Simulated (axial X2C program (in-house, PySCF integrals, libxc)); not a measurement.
# A two-component session on GeC: properties at the nuclei

Wanted for GeC: properties at the nuclei, at the two-component level.

Method: two-component X2C with atomic mean-field terms, Ge dyall-cv3z, C dyall-v3z; program: an in-house X2C program for linear molecules on PySCF integrals.

All values are calculated.

### 1 Set-up

task.json

```json
{"zs": [32, 6], "q": 0, "bas": ["dyall-cv3z", "dyall-v3z"], "r0": 1.78, "levels": ["PBE0", "HF", "B3LYP", "LDA", "BHandHLYP"], "nst": 3}
```

Keys: zs atomic numbers; q charge; bas basis sets; r0 starting distance in Å; levels methods (HF also brings MP2); nst determinants followed.

On the command line:

```console
$ python soeom.py task.json out
```

After this run come: Expectation values, lowest determinant; Expectation values, a higher determinant; Expectation values, a higher determinant.

Q: Predict the outcome of this session. Wanted: lowest determinant; Eeff magnitude; Ws magnitude Ge; A∥/gI Ge; qzz Ge; higher determinant (for each run or level that gives them).

**Answer**, as computed:

| quantity | value |
| --- | --- |
| lowest determinant | Ω = 2 (excess of +ω over −ω: ω = 1/2, ω = 3/2) |
| Eeff magnitude (GV/cm), PBE0 | 0.324 |
| Ws magnitude Ge (kHz), PBE0 | 0.0867 |
| A∥/gI Ge (MHz), PBE0 | 148 |
| qzz Ge (a.u.), PBE0 | -2.12 |
| higher determinant | Ω = 1 (excess of +ω over −ω: ω = -1/2, ω = 3/2) |
| Eeff magnitude (GV/cm), PBE0, higher determinant | 0.0742 |
| Ws magnitude Ge (kHz), PBE0, higher determinant | 0.0632 |
| A∥/gI Ge (MHz), PBE0, higher determinant | -96.3 |
| qzz Ge (a.u.), PBE0, higher determinant | -5.90 |
| higher determinant | Ω = 1 (excess of +ω over −ω: 2 × ω = 1/2) |
| Eeff magnitude (GV/cm), PBE0, higher determinant | 0.685 |
| Ws magnitude Ge (kHz), PBE0, higher determinant | 0.3 |
| A∥/gI Ge (MHz), PBE0, higher determinant | 311 |
| qzz Ge (a.u.), PBE0, higher determinant | -1.92 |

In words: In the first state, the effective field runs from 0.031 to 0.523 GV/cm over the mean-field levels, so the levels don't agree on it. The expectation values come from single determinants, which for open shells can mix terms of unlike spin or miss the lowest Ω, so a determinant need not be a state. Eeff is the effective electric field on the electron dipole moment in this Ω state and Ws the scalar–pseudoscalar constant (defined with the proton number Z and per Ω); A∥ is the parallel hyperfine constant, which follows by multiplying with the nuclear g factor gI = μI/(I μN); qzz is the electric field gradient, eQq0 = 234.96 MHz × Q/barn × qzz; μ is positive if C is the positive end. The operators were transformed with the bare-nucleus X2C matrices.
